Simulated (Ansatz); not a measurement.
# Iridium, simple cubic under LDA: structure, energy and stiffness

What does LDA give for iridium in the simple cubic structure? We relax it, solve it on a dense k-mesh, switch on spin-orbit coupling, then scale the cell to 7 volumes from 88 to 112 % of the relaxed one and try a fit of the equation of state. The k-meshes are 13×13×13 for the relaxation; 20×20×20 for the dense run; 12×12×12 for spin-orbit coupling; 14×14×14 for the volumes.

This is Ir in the simple cubic structure; at room conditions it is fcc.

Program: Ansatz 0.2.0. Level of theory: DFT LDA (PW92), plane waves (420 eV) with PAW, scalar-relativistic; PBE-made PAW files. These are calculated values, not measurements.

## Step 1: The starting structure

Symmetry: Pm-3m, No. 221, cubic system. The conventional cell has a = 2.482 Å, b = 2.482 Å, c = 2.482 Å, α = 90.00°, β = 90.00°, γ = 90.00°. Around Ir (site symmetry m-3m) lie 6 Ir at 2.48 Å.

Coordinates:

```cif
data_structure
_symmetry_space_group_name_H-M 'P 1'
_symmetry_Int_Tables_number 1
_cell_length_a 2.4815
_cell_length_b 2.4815
_cell_length_c 2.4815
_cell_angle_alpha 90.000
_cell_angle_beta 90.000
_cell_angle_gamma 90.000
_cell_volume 15.28
loop_
_atom_site_label
_atom_site_type_symbol
_atom_site_fract_x
_atom_site_fract_y
_atom_site_fract_z
_atom_site_occupancy
Ir1 Ir 0.00000 0.00000 0.00000 1
```

## Step 2: Relaxation of the cell

input.yaml

```yaml
crystal:
  lattice:
    - [2.4815209647, 0.0, 0.0]
    - [0.0, 2.4815209647, 0.0]
    - [0.0, 0.0, 2.4815209647]
  atoms:
    - { symbol: Ir, position: [0.0, 0.0, 0.0] }
hamiltonian:
  xc: lda
  pseudopotentials:
    kind: paw
    azcp:
      Ir: "pseudopotentials/Ir.paw.azcp"
basis:
  ecutwfc: 420
  fft_grid_basis: typed
kpoints:
  mp_grid: { grid: [13, 13, 13], shift: [0, 0, 0] }
magnetization:
  spin_polarized: false
scf:
  occupations: { method: fermi_dirac, width: 0.1 }
relax:
  max_steps: 60
  f_tol: 0.01
  cell: {}
```

After this run come: The energy on a finer k-mesh; With spin-orbit coupling; At 88 % of the relaxed volume; At 92 % of the relaxed volume; At 96 % of the relaxed volume; At 100 % of the relaxed volume; At 104 % of the relaxed volume; At 108 % of the relaxed volume; At 112 % of the relaxed volume.

**Question.** What will these runs give? Wanted: space group; conventional cell; volume; shortest distance; gap on the mesh; relative to fcc; V₀, B₀, B₀′.

**Answer**, as computed:

| quantity | value |
| --- | --- |
| space group (spins left aside) | Pm-3m (No. 221) |
| conventional cell | a = 2.528 Å |
| volume | 16.157 Å³/atom |
| shortest distance | 2.528 Å |
| gap on the mesh | none (levels filled in part) |
| relative to fcc | +1098 meV/atom |
| V₀, B₀, B₀′ | 16.108 Å³/atom, 292 GPa, 4.9 |

From the guessed start the volume grew by 5.7 % in 6 steps. It lies 1098 meV/atom above the element's reference form at the same level (fcc, from a run of its own), so it is far from stable. No gap shows: it is a metal or semimetal at this level. The total energy of the spin-orbit run lies -30.6 eV/atom from the scalar one, but the two kinds of run don't share a zero of energy: only differences within one kind count. B₀ comes out at 292 GPa, among the stiffest elements. Relaxation kept the symmetry; phonons were not checked.
